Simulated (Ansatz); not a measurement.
The system is WAu.

```xyz
2
Lattice="0.0000 2.9092 2.9092 2.9092 0.0000 2.9092 2.9092 2.9092 0.0000" Properties=species:S:1:pos:R:3 pbc="T T T"
W     0.0000    0.0000    0.0000
Au    4.3638    4.3638    4.3638
```

The cell was built by a generator and needn't be a form met in nature.

```yaml
Program: Ansatz 0.2.0
Task: relaxation of cell and atoms
Functional: PBEsol
Potentials_or_basis: Ansatz PAW
Cutoff: "420 eV (not typed: the program's choice for these potentials)"
k_mesh: 6 × 6 × 6
Occupations: fermi-dirac, width 0.05 eV
Spin: no spin polarisation
```

At the start: volume 24.62 Å³/atom.

Question: How do energy, volume and symmetry change on relaxing?

Answer: It ends after 4 steps and the volume is 23.72 Å³/atom (-3.7 %); space group F-43m (No. 216, to 0.05 Å).

The path:
```csv
step,energy change (eV),largest force (eV/Å),volume (Å³)
1,0.0000,0.0000,49.24
2,-0.0286,0.0000,47.57
3,-0.0288,0.0000,47.44
4,-0.0284,0.0000,47.44
```

Final structure:
```yaml
crystal:
  lattice:
    - [0.00000, 2.87322, 2.87322]
    - [2.87322, 0.00000, 2.87322]
    - [2.87322, 2.87322, 0.00000]
  atoms:
    - { symbol: W, position: [0.00000, 0.00000, 0.00000] }
    - { symbol: Au, position: [0.75000, 0.75000, 0.75000] }
```

Caveat: the plane-wave basis is chosen anew once the cell has moved, so the energies of steps on either side of that aren't comparable; the PAW data sets come from PBE, with cores solved anew for the run's functional, which leaves a small shift of forces and pressure.
